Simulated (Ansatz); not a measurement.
# SbH2− (singlet): wave-function methods side by side, def2-TZVPD

The task here is to estimate one member of a computed series from the others.

Computed with Ansatz 0.2.0, Gaussian basis. Level: def2-TZVPD, core rule «outside noble gas», up to 9 orbitals frozen.

Plan: UHF; CCSD(T) on RHF; BCCD(T) on RHF; CCSDT(Q) on RHF; CASSCF and MRCISD+Q, 8 electrons in 6 orbitals; CASSCF and NEVPT2, 8 electrons in 6 orbitals.

16 further runs of the same task are left out: 8 that didn't finish, 8 set aside as unsound or not needed.

## What is computed

The geometry is a PBE0/def2-TZVPD stationary point (not a proven minimum). No spin-orbit coupling is included. Elements past krypton take def2 core potentials.

3 atoms, charge -1, spin multiplicity 1.

Atoms are counted from 1 here; the program's logs count them from 0.

Bond lengths: Sb1–H2 1.728 Å, Sb1–H3 1.728 Å. Angles: H2–Sb1–H3 90.6°.

The first run:

in.yaml

```yaml
crystal:
  periodic: [false, false, false]
  atoms:
    - {symbol: Sb, position_ang: [0.000000, -0.019793, 0.000000]}
    - {symbol: H, position_ang: [0.000000, 1.195507, 1.229100]}
    - {symbol: H, position_ang: [0.000000, 1.195507, -1.229100]}
basis:
  gaussian: {orbitals: def2-TZVPD}
total_charge: -1
magnetization: {spin_polarized: true, initial_magnetization: 0}
hamiltonian: {xc: hf}
output: {orbitals: {seedname: orbitals}}
```

Run with:

```sh
> ansatz run in.yaml --threads 1 --pin off --events-out ev --progress --plain --max-ram 2393MiB
```

Among the steps run: UHF; CCSD(T) on RHF; BCCD(T) on RHF; CCSDT(Q) on RHF; CASSCF and MRCISD+Q, 8 electrons in 6 orbitals; CASSCF and NEVPT2, 8 electrons in 6 orbitals.

One of the session's tables, all rows but one given; the rest of the session is left out.

```
          method  from RCCSDT(Q) (kJ/mol)
             RHF                   +441.0
            RMP2                    +84.0
           RCCSD                    +18.9
        RCCSD(T)                     +3.0
         BCCD(T)                     +2.9
          RCCSDT                     +0.8
       RCCSDT(Q)                        0
  CASSCF valence                        ?
  NEVPT2 valence                    +98.8
  MRCISD valence                    +29.6
MRCISD+Q valence                     +3.3
```

Estimate the missing values for CASSCF valence.

As computed: from RCCSDT(Q) (kJ/mol): +351.9. In the column «from RCCSDT(Q) (kJ/mol)» it lies between NEVPT2 valence (+98.8) and RHF (+441.0).
